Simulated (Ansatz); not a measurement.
# H6NOSbSi: a ladder of functionals and wavefunction methods

One table from this session's results is given with a row withheld; the runs are named, their logs left out.

The runs use Ansatz 0.2.0, Gaussian basis; functionals in def2-TZVPP, the program's frozen cores in correlated methods.

The runs, in order: PBE-D4, r2SCAN-D4, PBE0-D4, B3LYP-D4, ωB97X-V, ωB97M-V, B2PLYP; CCSD(T)/def2-TZVPP; MP2/def2-QZVPP; extrapolation to the limit.

## The relaxed structure

An earlier PBE0-D4 in a triple-zeta def2 set relaxation fixed the geometry. Sb takes the def2 core potential; no spin-orbit term is included.

SMILES `N[SiH2][SbH][OH]`, 10 atoms, charge 0, spin multiplicity 1.

Atoms are counted from 1 here; the program's logs count them from 0.

Bond lengths: N1–Si2 1.723 Å, N1–H5 1.007 Å, N1–H6 1.007 Å, Si2–Sb3 2.581 Å, Si2–H7 1.487 Å, Si2–H8 1.493 Å, Sb3–O4 1.986 Å, Sb3–H9 1.723 Å, O4–H10 0.960 Å. Angles: Si2–N1–H5 120.1°, Si2–N1–H6 120.0°, H5–N1–H6 111.2°, N1–Si2–Sb3 106.6°, N1–Si2–H7 106.3°, N1–Si2–H8 116.8°, Sb3–Si2–H7 111.3°, Sb3–Si2–H8 107.9°, H7–Si2–H8 108.0°, Si2–Sb3–O4 93.2°, Si2–Sb3–H9 88.3°, O4–Sb3–H9 95.5°, Sb3–O4–H10 109.4°.

Set-up of the first run:

Contents of in.yaml:

```yaml
crystal:
  periodic: [false, false, false]
  atoms:
    - {symbol: N, position_ang: [-1.979856, -0.281230, -0.028479]}
    - {symbol: Si, position_ang: [-0.426077, -0.246513, -0.771293]}
    - {symbol: Sb, position_ang: [1.040196, 1.321235, 0.662351]}
    - {symbol: O, position_ang: [2.684734, 0.252949, 0.350475]}
    - {symbol: H, position_ang: [-2.083087, -0.630208, 0.910690]}
    - {symbol: H, position_ang: [-2.798308, -0.476843, -0.582133]}
    - {symbol: H, position_ang: [-0.628623, 0.304185, -2.138016]}
    - {symbol: H, position_ang: [0.287271, -1.551306, -0.900538]}
    - {symbol: H, position_ang: [0.531378, 0.439539, 2.052228]}
    - {symbol: H, position_ang: [3.455573, 0.817090, 0.447715]}
basis:
  gaussian: {orbitals: def2-TZVPP}
hamiltonian: {xc: pbe, dispersion: d4}
output: {forces: true, orbitals: {seedname: orbitals}}
```

Command:

```console
> ansatz run in.yaml --threads 4 --pin off --events-out ev --progress --plain --max-ram 10444MiB
```

Steps of the session up to this table: PBE-D4 (GGA); r2SCAN-D4 (meta-GGA); PBE0-D4 (hybrid); B3LYP-D4 (hybrid); ωB97X-V (range-separated); ωB97M-V (range-separated); B2PLYP (double hybrid); CCSD(T) in def2-TZVPP; MP2 in def2-QZVPP.

One of the session's tables, all rows but one given; the rest of the session is left out.

It belongs to the step «Atomisation energies». 

| method | atomisation energy (kJ/mol) |
| --- | --- |
| PBE-D4 | 3064.4 |
| r2SCAN-D4 | 3007.0 |
| PBE0-D4 | ? |
| B3LYP-D4 | 3042.4 |
| ωB97X-V | 3059.2 |
| ωB97M-V | 3029.0 |
| B2PLYP | 2983.0 |
| HF/def2-TZVPP | 1984.1 |
| MP2/def2-TZVPP | 2927.2 |
| CCSD/def2-TZVPP | 2869.8 |
| CCSD(T)/def2-TZVPP | 2921.5 |
| MP2/CBS | 3050.6 |
| CCSD(T)/CBS | 3044.9 |

Estimate the missing values for PBE0-D4.

The run gave: atomisation energy (kJ/mol): 2986.7. In the column «atomisation energy (kJ/mol)» it lies between B2PLYP (2983.0) and r2SCAN-D4 (3007.0).

Caveats from the session: Free atoms (1 N, 1 Si, 1 Sb, 1 O, 6 H) were run apart at each level; the atomisation energy is their sum less the molecule, without zero-point or spin-orbit terms.
